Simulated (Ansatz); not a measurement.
CaSi2Sb2:

```xyz
5
Lattice="4.9974 0.0000 0.0000 -2.4987 4.3279 0.0000 0.0000 0.0000 5.8617" Properties=species:S:1:pos:R:3 pbc="T T T"
Ca    0.0000    0.0000    0.0000
Si    0.0000    2.8853    1.5034
Si    2.4987    1.4426    4.3583
Sb    0.0000    2.8853    4.2345
Sb    2.4987    1.4426    1.6272
```

The cell was built by a generator and needn't be a form met in nature.

Base run:

| Item | Value |
| --- | --- |
| Program | Ansatz 0.2.0 |
| Functional | r2SCAN |
| Potentials or basis | Ansatz PAW |
| Cutoff | 500 eV |
| Density cutoff | 2000 eV |
| k mesh | 5 × 5 × 4 |
| Occupations | fermi-dirac, width 0.05 eV |
| Spin | no spin polarisation |

Its results: band gap on the k mesh none (metal or under the smearing width); pressure -0.8 GPa; largest force 0.111 eV/Å.

**Question.** After a change of settings the same cell gave: band gap on the k mesh none (metal or under the smearing width); pressure -3.5 GPa; largest force 0.170 eV/Å. Which change was it?
A. functional from r2SCAN to PBEsol; cutoff from 500 eV to 420 eV; density cutoff from 2000 eV to 1680 eV; spin from no spin polarisation to spin-orbit coupling, no magnetisation; potential files from those of the base run to others of the same set
B. functional from r2SCAN to LDA; cutoff from 500 eV to 420 eV; density cutoff from 2000 eV to 1680 eV
C. functional from r2SCAN to revPBE; cutoff from 500 eV to 420 eV; density cutoff from 2000 eV to 1680 eV
D. functional from r2SCAN to BLYP; cutoff from 500 eV to 420 eV; density cutoff from 2000 eV to 1680 eV

**Answer.** B.

Caveats: the PAW data sets come from PBE, with cores solved anew for the run's functional, which leaves a small shift of forces and pressure.

Not every run made on this cell is shown here.
